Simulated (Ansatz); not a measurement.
# CaH (charge +1): harmonic frequencies at the relaxed geometry

At which frequencies does CaH (charge +1) vibrate? Wanted for CaH (charge +1): harmonic frequencies at the relaxed geometry. SMILES: [CaH+].

Program: Ansatz 0.2.0 through its Python package. Level of theory: B3LYP/def2-SVP. These are calculated values, not measurements.

## 1. Starting point

Bond lengths: Ca1–H2 1.863 Å.

The script holds or builds the structure itself.

## 2. Script

File cah_freq.py:

```python
"""Vibrations of CaH(+)."""

import itertools

import ansatz as az
from ase import Atoms
from ase.data import atomic_numbers, covalent_radii
import numpy as np

atoms = Atoms(["Ca", "H"], positions=[
    (0.9315, 0.0, 0.0),
    (-0.9315, 0.0, 0.0),
])
molecule = az.Crystal.molecule_from_ase(atoms)

calc = molecule.calculation().basis(gaussian="def2-SVP").functional("b3lyp").charge(1)
symbols = [site.symbol for site in molecule.cartesian_sites]
start = np.array([site.position_ang for site in molecule.cartesian_sites], dtype=float)
data = calc.relax(force_tolerance=0.003).run(threads=1, backend="cpu").report
end = np.array(data["positions_ang"])

# pairs closer than 1.2 times the sum of covalent radii, before or after
radius = [covalent_radii[atomic_numbers[s]] for s in symbols]
span = lambda where, i, j: np.linalg.norm(where[i] - where[j])
bonded = [(i, j) for i, j in itertools.combinations(range(len(symbols)), 2) if min(span(start, i, j), span(end, i, j)) < 1.2 * (radius[i] + radius[j])]
print("pair        before    after (A)")
for i, j in bonded:
    print(f"{symbols[i]}{i}-{symbols[j]}{j}".ljust(10), f"{span(start, i, j):8.4f} {span(end, i, j):8.4f}")

# same settings at the minimum
minimum = az.Crystal.molecule()
for symbol, place in zip(symbols, end):
    minimum = minimum.atom(symbol, place.tolist())
vibrating = (
    minimum.calculation()
    .basis(gaussian="def2-SVP")  # the orbital basis, by name
    .functional("b3lyp")
    .charge(1)
    .phonons(temperatures=(298.15, 498.15, 100))
)
vib = vibrating.run(threads=1, backend="cpu").report["vibrations"]
sums = vib["harmonic_sums"]
modes = [m["omega_inv_cm"] for m in sums["modes_at_gamma"] if m["rigid_motion"] == "no"]
for number, w in enumerate(modes, start=1):
    print(f"mode {number:2d} {w:9.1f} 1/cm {w / 8065.544 * 1000:8.2f} meV")
print("imaginary modes:", sum(w < 0 for w in modes), " zero-point energy:", round(sums["zero_point_energy_ev"], 4), "eV")
print("T (K)   F_vib (eV)   S_vib (meV/K)   C_vib (meV/K)")
for row in zip(sums["temperatures_k"], sums["vibrational_free_energy_ev"], vib["entropy_ev_per_k"], vib["heat_capacity_ev_per_k"]):
    print(f"{row[0]:6.1f} {row[1]:11.4f} {1000 * row[2]:13.4f} {1000 * row[3]:15.4f}")
```

## 3. The calls as engine input

The package turns the script's settings into the engine's input (first run):

```yaml
crystal:
  periodic: [false, false, false]
  atoms:
    - { symbol: Ca, position_ang: [0.9315, 0.0, 0.0] }
    - { symbol: H, position_ang: [-0.9315, 0.0, 0.0] }
basis:
  gaussian:
    orbitals: def2-SVP
hamiltonian:
  xc: b3lyp
total_charge: 1.0
relax:
  f_tol: 0.003
```

## 4. Running it

Started as:

```
$ python cah_freq.py
```

Without the output at hand: what should come out? Wanted: moves of the relaxation of run 1; energy gained in run 1; last largest force component of run 1; highest frequency; imaginary modes; zero-point energy.

The runs gave:

| quantity | value |
| --- | --- |
| runs compared | 2 |
| moves of the relaxation of run 1 | 3 |
| energy gained in run 1 | 0.003 eV |
| last largest force component of run 1 | 0.0000 eV/Å |
| highest frequency | 1496 cm⁻¹ |
| imaginary modes | 0 |
| zero-point energy | 0.093 eV |

In words: Run 1: The relaxation took 3 moves; the largest shift is 0.013 Å. The one frequency is real, so the geometry is a minimum. The values are harmonic; measured fundamentals also hold anharmonic shifts, mostly downward for stretches. The frequencies are harmonic and unscaled, in a modest basis. b3lyp holds the VWN-RPA fit, as in Gaussian; the form of ORCA and Turbomole is b3lyp5.
